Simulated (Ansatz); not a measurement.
Turn this script for Ansatz's Python interface into the input file that the command-line program reads.

The script, `scf_snas.py`:
```python
'''Self-consistent field of SnAs at the given structure with displaced atoms.'''

from collections import Counter
import logging
import sys

import ansatz as az
from ase import Atoms
from ase.io import write
import numpy as np
import pandas as pd
from pymatgen.core import Structure

logging.basicConfig(stream=sys.stdout, format='[%(levelname)s] %(message)s')
logger = logging.getLogger('calc')
logger.setLevel(logging.INFO)


def main() -> None:
    system = (
        az.Lattice.of((-0.00515, 2.79337, 2.82385), (2.84344, 0.00743, 2.81127), (2.84904, 2.78639, 0.00183))
        .atom('Sn', (0.95594, 0.00962, 0.04745))
        .atom('As', (0.51765, 0.54878, 0.43952))
    )

    # functional, basis and sampling
    setup = (
        system.calculation()
        .functional('PBEsol')
        .kpoints(spacing=0.39)
        .occupations('fermi_dirac')
        .compute(bader_charges=True, forces=True)
    )
    result = setup.run(threads=1)
    report = result.report

    energy = report['free_energy_ev']
    logger.info('SnAs: {:.6f} eV = {:.6f} Ry = {:.6f} Ha'.format(energy, energy / 13.605693, energy / 27.211386))
    logger.info('Fermi level {:.4f} eV, {} k-points, {} symmetry operations'.format(report['fermi_energy_ev'], report['n_kpoints'], report['n_symmetry_ops']))

    final = Structure(result.lattice.cell_ang, [s.symbol for s in result.lattice.sites], [s.position_frac for s in result.lattice.sites])
    # shortest distances, periodic images included
    for index, site in enumerate(final):
        near = final.get_neighbors(site, 4.5)
        edge = 1.15 * min(n.nn_distance for n in near)
        shell = Counter((round(n.nn_distance, 2), n.specie.symbol) for n in near if n.nn_distance < edge)
        print(f'{index:2d} {site.specie.symbol:2s}', ', '.join(f'{count} {symbol} at {d:.2f}' for (d, symbol), count in sorted(shell.items())))

    basins = result.bader_charges()
    frame = pd.DataFrame([(a.symbol, a.partial_charge_e, a.basin.volume_ang3) for a in basins.atoms], columns=['atom', 'charge (e)', 'volume (A^3)'])
    print(frame.round(3).to_string())
    print('sum of charges', round(frame['charge (e)'].sum(), 4), ' sum of volumes', round(frame['volume (A^3)'].sum(), 3))

    image = Atoms([s.symbol for s in result.lattice.sites], positions=[s.position_ang for s in result.lattice.sites], cell=result.lattice.cell_ang, pbc=True)
    write('final.extxyz', image)

    atom = int(np.linalg.norm(report['forces_ev_ang'], axis=1).argmax())
    print('force on atom', atom, 'by term (eV/A)')
    for term, rows in report['force_terms_ev_ang'].items():
        if np.abs(rows[atom]).max() > 1e-6:
            print(f'  {term:26s}', np.round(rows[atom], 4))
    print('net force on the cell:', np.round(np.sum(report['forces_ev_ang'], axis=0), 6) + 0.0)


if __name__ == '__main__':
    main()
```

```console
$ python scf_snas.py
DeckWarning: basis.ecutwfc = 420 eV, auto-derived from the records' recommended cutoffs: set by Sn (normal level)
[INFO] SnAs: -10762.750740 eV = -791.047596 Ry = -395.523798 Ha
[INFO] Fermi level 11.5193 eV, 63 k-points, 1 symmetry operations
 0 Sn 1 As at 2.54, 1 As at 2.67, 1 As at 2.68
 1 As 1 Sn at 2.54, 1 Sn at 2.67, 1 Sn at 2.68
  atom  charge (e)  volume (A^3)
0   Sn       0.646        21.060
1   As      -0.646        23.653
sum of charges -0.0  sum of volumes 44.712
force on atom 1 by term (eV/A)
  ewald                      [ 46.2207  34.2009 -80.5177]
  local_pseudopotential      [-43.6008 -32.0717  75.7342]
  nonlocal_pseudopotential   [-0.3795 -0.292   0.6358]
  augmentation               [-1.9163 -1.4825  3.0855]
  nlcc                       [ 0.0743  0.0501 -0.0855]
  augmentation_tail          [0. 0. 0.]
  scf_correction             [ 0.0001  0.0001 -0.0001]
net force on the cell: [ 3.e-06  4.e-06 -4.e-06]
```
(Warnings from the package without file and line.)

`input.yaml`:
```yaml
crystal:
  lattice:
    - [-0.00515, 2.79337, 2.82385]
    - [2.84344, 0.00743, 2.81127]
    - [2.84904, 2.78639, 0.00183]
  atoms:
    - { symbol: Sn, position: [0.95594, 0.00962, 0.04745] }
    - { symbol: As, position: [0.51765, 0.54878, 0.43952] }
kpoints:
  mp_grid: { kspacing: 0.39 }
hamiltonian:
  xc: pbesol
scf:
  occupations: { method: fermi_dirac }
output:
  bader: true
  forces: true
```

Launched from the shell:
```console
$ ansatz run input.yaml --threads 1 --pin off --max-ram 3072MiB --backend cpu --events-out ev --progress --plain --runs-dir out
Engine: ansatz 0.2.0, aarch64-unknown-linux-gnu
Pseudopotentials: kind: paw
Pseudopotential: Sn, paw, valence charge 14, recommended cutoff 420 eV (normal), Sn.paw.azcp
Pseudopotential: As, paw, valence charge 15, recommended cutoff 420 eV (normal), As.paw.azcp
Functional definition: PBEsol
  exchange = pbesol_x
  correlation = pbesol_c
Crystal: 2 atoms, lattice volume = 44.712 Å³
Basis set: ecut = 420 eV, 889 PW (Γ), exchange–correlation on 54×54×54 points (8 copies of the dense FFT grid, shifted against one another)
Bands: 19, of which v1, the nominal top of the filled ones, is band 15 counted from 1 (14 counted from 0)
Symmetry: 1 space group operations
Space group: P1 (ITA 1), of the structure as read, at distance tolerance 3.5e-5 Å
k-points: 63 of 125 (time reversal used)
Non-local potential: Sn, projectors of the file, l = 0: 2, l = 1: 2, l = 2: 2, l = 3: 2
Non-local potential: As, projectors of the file, l = 0: 2, l = 1: 2, l = 2: 3, l = 3: 1
PAW form: soft (Blöchl's): semilocal exchange-correlation on the pseudo side does not see the compensation charge
PAW frozen core: Sn, regenerated for the run's functional, and the local potential with it (the file was generated under x = pbe(κ = 0.804, μ = 0.2195149727645171), c = pbe(β = 0.06672455060314922))
PAW frozen core: As, regenerated for the run's functional, and the local potential with it (the file was generated under x = pbe(κ = 0.804, μ = 0.2195149727645171), c = pbe(β = 0.06672455060314922))
PAW one-centre angular grid: Sn, 590 points (default); XC on 64 Gauss nodes
PAW one-centre angular grid: As, 590 points (default); XC on 64 Gauss nodes
Initial density: superposition of atomic densities (neutral atoms: chi_scale 0, normalization atom), corrected by the library's trained network
Initial wavefunctions: pseudopotential atomic-orbital guess
Functional: x = pbesol(κ = 0.804, μ = 0.12345679012345678), c = pbesol(β = 0.046)
SCF iter   1: F=—  HF=-10762.754740 eV  |F-HF|=—  |Δ(HF+E_count)|=         —  Δρ=3.50e-3  dr2=7.60e-3  ethr=1.77e-3  ⟨swp⟩=5.5  Hψ=5881  notcnv=0
preconditioner: auto → Kerker (q_TF=auto, 2.538 Å⁻¹)  [metal: Δε(μ)=0.226 eV  Ē_g=18.626 eV  σ=0.100 eV  W_gap=0.45  n_scr=14 (ndim 8)  ℏωp=24.2 eV  f_vac=0.000  D(μ)=0.71/eV (n_scr^D=0)]
SCF iter   2: F=—  HF=-10762.751525 eV  |F-HF|=—  |Δ(HF+E_count)|=   3.22e-3  Δρ=2.15e-3  dr2=2.74e-3  ethr=2.62e-5  ⟨swp⟩=2.2  Hψ=2611  notcnv=0
SCF iter   3: F=—  HF=-10762.750833 eV  |F-HF|=—  |Δ(HF+E_count)|=   6.91e-4  Δρ=7.10e-4  dr2=3.43e-4  ethr=9.43e-6  ⟨swp⟩=2.7  Hψ=2233  notcnv=0
SCF iter   4: F=—  HF=-10762.750739 eV  |F-HF|=—  |Δ(HF+E_count)|=   9.45e-5  Δρ=3.34e-4  dr2=4.89e-5  ethr=1.18e-6  ⟨swp⟩=2.0  Hψ=2104  notcnv=0
SCF iter   5: F=—  HF=-10762.750741 eV  |F-HF|=—  |Δ(HF+E_count)|=   1.86e-6  Δρ=9.59e-5  dr2=5.37e-6  ethr=1.69e-7  ⟨swp⟩=2.0  Hψ=1798  notcnv=0
SCF iter   6: F=—  HF=-10762.750741 eV  |F-HF|=—  |Δ(HF+E_count)|=   9.70e-9  Δρ=5.59e-5  dr2=8.92e-7  ethr=1.85e-8  ⟨swp⟩=2.0  Hψ=2109  notcnv=0
SCF iter   7: F=-10762.750740 eV  HF=-10762.750740 eV  |F-HF|=2.08e-8  |Δ(HF+E_count)|=   5.40e-7  Δρ=8.79e-6  dr2=5.33e-8  ethr=3.45e-10  ⟨swp⟩=3.3  Hψ=4806  notcnv=0
SCF 1 converged in 7 iterations: F = -10762.750740 eV  dr2 = 5.33e-8
  greatest PAW one-centre occupation: 0.999 electrons in one spin orbital (limit 2), on the As atom at site 1 (counted from 0), in its partial waves of l = 2
SCF converged after 7 iterations
Free energy (F): -10762.750740 eV
Harris-Foulkes:  -10762.750740 eV  (|F-HF|=2.08e-8)
Internal energy: -10762.726607 eV  (E = F + TS)
E sigma→0 (E₀):  -10762.738674 eV
Entropy (-TS):   -0.024133 eV (-12.067 meV/atom)
Fermi energy:    11.519350 eV
--- Per-component energies (eV) ---
  E_band       = -282.732842
  E_kinetic    = 293.028235
  E_local      = -2441.177147  (includes V_loc(G=0)·N_el)
  E_nonlocal   = -698.416297
  E_hartree    = 1433.143246
  E_xc         = -459.294918
  E_vxc        = -177.997138  (∫ρ·V_xc dr)
  E_paw        = -5858.701749  (= ΣΔE_a)
  E_vpaw       = -124.460731  (= ΣTr[D̂ρ^β])
  E_aug_tail   = 0.000007  (compensation charges beyond the density's cutoff)
  E_ewald      = -3032.559251
  E_core_change = 1.251268  (= ΣΔE_core)
  E_smearing   = -0.024133  (= −TS)
  E_closure    = -0.000000  (closes the sum)
  Σ components = -10762.750740   (vs F -10762.750740, Δ=0.00e0)
--- Forces (eV/Å), atoms counted from 1 ---
  atom   1  Sn    -0.39849008    -0.40491925     1.14785472
  atom   2  As     0.39849309     0.40492311    -1.14785912
  max |Σ_I F_I| component: 4.40e-6 eV/Å
--- Bader charges: 2 sites ---
  site symbol  charge [e]  shift [e]
     0     Sn      0.6459     0.0007
     1     As     -0.6459     0.0007
  estimated error of the sums over rays = 4.2e-4 e
```

Caveats:
- Total energies depend on the potentials; only differences at equal settings carry meaning. A total without «per atom» is that of the cell as typed.
- The mesh is modest for a metal, so energies can be off by several to tens of meV an atom and pressures by half a GPa or more; differences at equal mesh fare better.
- The zero of the levels is a convention of the potentials, so an absolute Fermi energy is no work function.
- Bader volumes count only the part of each basin above a small density, so their sum can fall short of the cell.
- Of the deposited cell: the entry's cell lengths or inner coordinates differ somewhat from later room-temperature determinations.
- The cell is a database structure, distorted on purpose.
- It ran for 21 s on 1 thread of Arm Neoverse V2, on a shared host, peak memory 0.5 GiB.

(Lines on the test bed's own set-up are left out of the output.)
